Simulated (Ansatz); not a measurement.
# AlSnH₅ (SMILES [AlH2][SnH3]): one structure at several levels

The task here is to estimate one member of a computed series from the others.

Computed with Ansatz 0.2.0, Gaussian basis. Level: single points in def2-TZVPP.

Correlated methods freeze the cores. Filled d shells of the heavier atoms are correlated. Core potentials replace the inner electrons past krypton, and spin-orbit coupling is left out.

## Where the work starts

7 atoms, charge 0, spin multiplicity 1.

Atoms are counted from 1 here; the program's logs count them from 0.

Bond lengths: Al1–Sn2 2.585 Å, Al1–H3 1.651 Å, Al1–H4 1.644 Å, Sn2–H5 1.772 Å, Sn2–H6 1.828 Å, Sn2–H7 1.764 Å. Angles: Sn2–Al1–H3 128.9°, Sn2–Al1–H4 117.2°, H3–Al1–H4 113.8°, Al1–Sn2–H5 107.4°, Al1–Sn2–H6 120.9°, Al1–Sn2–H7 118.9°, H5–Sn2–H6 99.7°, H5–Sn2–H7 101.0°, H6–Sn2–H7 105.5°.

Coordinates:

```tsv
atom	x (Å)	y (Å)	z (Å)
Al1	-0.43594	-1.51156	0.11765
Sn2	0.33972	0.95333	0.05057
H3	-0.20851	-2.63881	1.30218
H4	-1.34473	-2.04802	-1.14338
H5	-0.18500	1.63230	-1.49988
H6	-0.37571	2.19318	1.18798
H7	2.06823	1.30185	0.00162
```

The first run:

run/in.yaml

```yaml
crystal:
  periodic: [false, false, false]
  atoms:
    - {symbol: Al, position_ang: [-0.435937, -1.511560, 0.117652]}
    - {symbol: Sn, position_ang: [0.339716, 0.953328, 0.050568]}
    - {symbol: H, position_ang: [-0.208514, -2.638808, 1.302184]}
    - {symbol: H, position_ang: [-1.344731, -2.048022, -1.143384]}
    - {symbol: H, position_ang: [-0.184998, 1.632305, -1.499885]}
    - {symbol: H, position_ang: [-0.375712, 2.193180, 1.187978]}
    - {symbol: H, position_ang: [2.068232, 1.301848, 0.001620]}
basis:
  gaussian: {orbitals: def2-TZVPP}
hamiltonian: {xc: pbe, dispersion: d4}
output: {forces: true}
```

Launch:

```sh
ansatz run in.yaml --threads 2 --pin off --events-out ev --progress --plain --max-ram 3481MiB
```

Steps of the session up to this table: PBE-D4/def2-TZVPP; r2SCAN-D4/def2-TZVPP; PBE0-D4/def2-TZVPP; wB97M-V/def2-TZVPP; CCSD(T)/def2-TZVPP.

One of the session's tables, all rows but one given; the rest of the session is left out.

| method | RMS force component (eV/Å) | angle to CCSD(T) forces (°) | dipole (D) |
| --- | --- | --- | --- |
| PBE-D4 | 0.597 | 6.5 | 0.85 |
| r2SCAN-D4 | 0.677 | 2.4 | 0.90 |
| PBE0-D4 | 0.694 | 2.4 | 0.91 |
| wB97M-V | ? | ? | ? |
| CCSD(T) | 0.745 | reference | 0.94 |

**Question.** Estimate the row for wB97M-V.

The run gave: RMS force component (eV/Å): 0.747; angle to CCSD(T) forces (°): 2.7; dipole (D): 1.02. In the column «RMS force component (eV/Å)» it is the highest.

To keep in mind: CCSD(T) in triple zeta still lacks some correlation energy of the bonds, so part of these gaps is its own basis error and they don't rank the functionals.
